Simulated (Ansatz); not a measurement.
**Ta2Co: one candidate structure**

Aim: relax Ta2Co from this start, structure listed in a database for this formula (I4/mcm, No. 140), and see where it ends.

Program: Ansatz 0.2.0. Level of theory: DFT r2SCAN, scalar-relativistic, plane waves, PAW. These are calculated values, not measurements.

**1. The starting structure**

Symmetry: I4/mcm, No. 140, tetragonal system. Conventional cell: a = 6.084 Å, b = 6.084 Å, c = 4.966 Å, α = 90.00°, β = 90.00°, γ = 90.00°. Around Ta (site symmetry m2m) lie 4 Co at 2.60 Å and 3 Ta at 2.78 to 2.91 Å. Around Co (site symmetry 422) lie 2 Co at 2.48 Å and 8 Ta at 2.60 Å.

As a file:

```
CELL_PARAMETERS angstrom
-3.04214 3.04214 2.48276
3.04214 -3.04214 2.48276
3.04214 3.04214 -2.48276
ATOMIC_POSITIONS crystal
Ta 0.16135 0.66135 0.82271
Ta 0.66135 0.83865 0.50000
Ta 0.33865 0.16135 0.50000
Ta 0.83865 0.33865 0.17729
Co 0.75000 0.75000 0.00000
Co 0.25000 0.25000 0.00000
```

(A quick probe on a coarse mesh, which set the mesh and smearing, is not shown.)

**3. Full relaxation**

input.yaml

```yaml
crystal:
  lattice:
    - [-3.0421390431, 3.0421390431, 2.4827621954]
    - [3.0421390431, -3.0421390431, 2.4827621954]
    - [3.0421390431, 3.0421390431, -2.4827621954]
  atoms:
    - { symbol: Ta, position: [0.16135385, 0.66135385, 0.82270769] }
    - { symbol: Ta, position: [0.66135385, 0.83864616, 0.5] }
    - { symbol: Ta, position: [0.33864615, 0.16135385, 0.5] }
    - { symbol: Ta, position: [0.83864616, 0.33864615, 0.17729231] }
    - { symbol: Co, position: [0.75, 0.75, 0.0] }
    - { symbol: Co, position: [0.25, 0.25, 0.0] }
basis:
  ecutwfc: 500
kpoints:
  mp_grid: { grid: [10, 10, 10] }
hamiltonian:
  xc: r2scan
scf:
  occupations: { method: gaussian, width: 0.1 }
output:
  forces: true
  stress: true
  eigenvalues: true
  write_density: true
  write_potential: true
  elf: true
  volumetric_format: npy
relax:
  adjacent_minimum: "off"
  f_tol: 0.01
  max_steps: 80
  cell: { stress_tol: 0.05 }
```

Run with:

```bash
$ ansatz run input.yaml --threads 4 --pin off --max-ram 8192MiB --backend cpu --events-out ev --progress --plain --runs-dir out
```

**Question.** What will these runs give?

The runs gave:

Formation energies count from the elements, computed with the same settings in runs not shown here.

```
                          quantity                                                                      value
               cell (conventional)  a = 6.080 Å, b = 6.080 Å, c = 4.966 Å, α = 90.00°, β = 90.00°, γ = 90.00°
                       space group                                                           I4/mcm (No. 140)
                            volume                                                              15.30 Å³/atom
                   gap on the mesh                                                               none (metal)
formation energy from the elements                                                             -0.190 eV/atom
```

In words: The space group stayed I4/mcm, and from the first guess the volume went from 15.32 to 15.30 Å³/atom. With -0.19 eV/atom it lies under the elements, which doesn't yet make it stable against other compounds of them. Spin-orbit coupling is left out for Ta. A spin-polarised run here lost its starting moments, which speaks against magnetism, though one start doesn't rule it out.
